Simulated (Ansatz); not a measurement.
Task: a ranking of polymorphs by energy of 3 structures of CdH2O2, with Ansatz 0.2.0 through its Python package. Give the script and its output. Settings (first run): PBEsol, PAW, cutoff 500 eV, 7×7×5 k-points, Fermi-Dirac smearing of 0.02 eV.

`cdh2o2_c2.cif`
```cif
data_CdH2O2
_cell_length_a 3.585675
_cell_length_b 3.585675
_cell_length_c 4.805225
_cell_angle_alpha 94.44941
_cell_angle_beta 94.44941
_cell_angle_gamma 59.12929
_symmetry_space_group_name_H-M 'P 1'
_symmetry_Int_Tables_number 1
loop_
_symmetry_equiv_pos_as_xyz
'x, y, z'
loop_
_atom_site_label
_atom_site_type_symbol
_atom_site_fract_x
_atom_site_fract_y
_atom_site_fract_z
Cd1 Cd    0.022822    0.977178    0.000000
H2 H    0.410896    0.174075    0.569520
H3 H    0.825925    0.589104    0.430480
O4 O    0.334855    0.278358    0.764051
O5 O    0.721642    0.665145    0.235949
```

Input file `cdh2o2_p_3m1.cif`:
```cif
data_CdH2O2
_cell_length_a 3.515526
_cell_length_b 3.515526
_cell_length_c 4.642979
_cell_angle_alpha 90.00000
_cell_angle_beta 90.00000
_cell_angle_gamma 120.00000
_symmetry_space_group_name_H-M 'P 1'
_symmetry_Int_Tables_number 1
loop_
_symmetry_equiv_pos_as_xyz
'x, y, z'
loop_
_atom_site_label
_atom_site_type_symbol
_atom_site_fract_x
_atom_site_fract_y
_atom_site_fract_z
Cd1 Cd    0.000000    0.000000    0.000000
H2 H    0.666667    0.333333    0.550961
H3 H    0.333333    0.666667    0.449039
O4 O    0.666667    0.333333    0.759372
O5 O    0.333333    0.666667    0.240628
```

`cdh2o2_p3m1.cif`
```cif
data_CdH2O2
_cell_length_a 3.839822
_cell_length_b 3.839822
_cell_length_c 4.441393
_cell_angle_alpha 90.00000
_cell_angle_beta 90.00000
_cell_angle_gamma 120.00000
_symmetry_space_group_name_H-M 'P 1'
_symmetry_Int_Tables_number 1
loop_
_symmetry_equiv_pos_as_xyz
'x, y, z'
loop_
_atom_site_label
_atom_site_type_symbol
_atom_site_fract_x
_atom_site_fract_y
_atom_site_fract_z
Cd1 Cd    0.333333    0.666667    0.987300
H2 H    0.000000    0.000000    0.008077
H3 H    0.666667    0.333333    0.431885
O4 O    0.000000    0.000000    0.786194
O5 O    0.666667    0.333333    0.211894
```

Script `run_polymorphs.py`:
```python
import csv
import warnings

import ansatz
from ase.io import read
import numpy as np
import spglib


def solve(name, crystal):
    calc = (
        crystal.calculation()
        .functional('pbesol')
        .basis(500)
        .kpoints(spacing=0.3)
        .occupations('fermi_dirac', width=0.02)
        .stress()
        .band_table()
    )
    return calc.run()


def pressure_gpa(outcome):
    return float(np.trace(outcome.report['stress_gpa']) / 3)


def volume_per_atom(outcome):
    return abs(np.linalg.det(outcome.lattice.cell_ang)) / len(outcome.lattice.sites)


def space_group(outcome):
    sites = outcome.report['lattice']['sites']
    kinds = sorted({site['symbol'] for site in sites})
    cell = (outcome.lattice.cell_ang, [site['position_frac'] for site in sites], [kinds.index(site['symbol']) for site in sites])
    return spglib.get_spacegroup(cell, symprec=0.01)

warnings.simplefilter('ignore', ansatz.DeckWarning)

phases = {}
atoms = read('cdh2o2_c2.cif')
c2 = ansatz.Crystal.from_ase(atoms)
phases['C2'] = c2
atoms = read('cdh2o2_p_3m1.cif')
p_3m1 = ansatz.Crystal.from_ase(atoms)
phases['P-3m1'] = p_3m1
atoms = read('cdh2o2_p3m1.cif')
p3m1 = ansatz.Crystal.from_ase(atoms)
phases['P3m1'] = p3m1

done = {}
for name, crystal in phases.items():
    try:
        done[name] = solve(name, crystal)
    except ansatz.NonConvergedError as error:
        print(name, 'did not converge:', str(error)[:120])

energy = {name: o.report['energy_sigma0_ev'] / len(o.lattice.sites) for name, o in done.items()}
lowest = min(energy.values())
rows = [(name, len(o.lattice.sites), 1000 * (energy[name] - lowest), pressure_gpa(o), volume_per_atom(o), space_group(o)) for name, o in done.items()]
rows.sort(key=lambda row: row[2])
with open('polymorphs.csv', 'w', newline='') as handle:
    writer = csv.writer(handle)
    writer.writerow(['phase', 'atoms', 'dE (meV/atom)', 'P (GPa)', 'V (A^3/atom)', 'space group'])
    writer.writerows([round(v, 4) if isinstance(v, float) else v for v in row] for row in rows)
print(open('polymorphs.csv').read())
```

`python run_polymorphs.py` gives:
```text
phase,atoms,dE (meV/atom),P (GPa),V (A^3/atom),space group
P-3m1,5,0.0,-0.582,9.9389,P-3m1 (164)
C2,5,17.9547,-4.7678,10.5634,C2 (5)
P3m1,5,191.7788,-4.3559,11.3423,P3m1 (156)
```

By space group at the end of each run: P-3m1 (+0 meV an atom, 9.9 Å³), C2 (+18 meV an atom, 10.6 Å³) and P3m1 (+192 meV an atom, 11.3 Å³).

Notes:
- Pressure is positive in compression.
- The cells come from databases of deposited and of computed structures, and not all need be stable phases.
- The ranking holds among these structures alone, at zero temperature; the ground state may be another structure. Differences under 10 to 15 meV an atom lie within the error of mesh and functional.
- Finished in 20 s on 1 thread of Arm Neoverse V1, with other jobs on the host, peak memory 0.51 GiB.
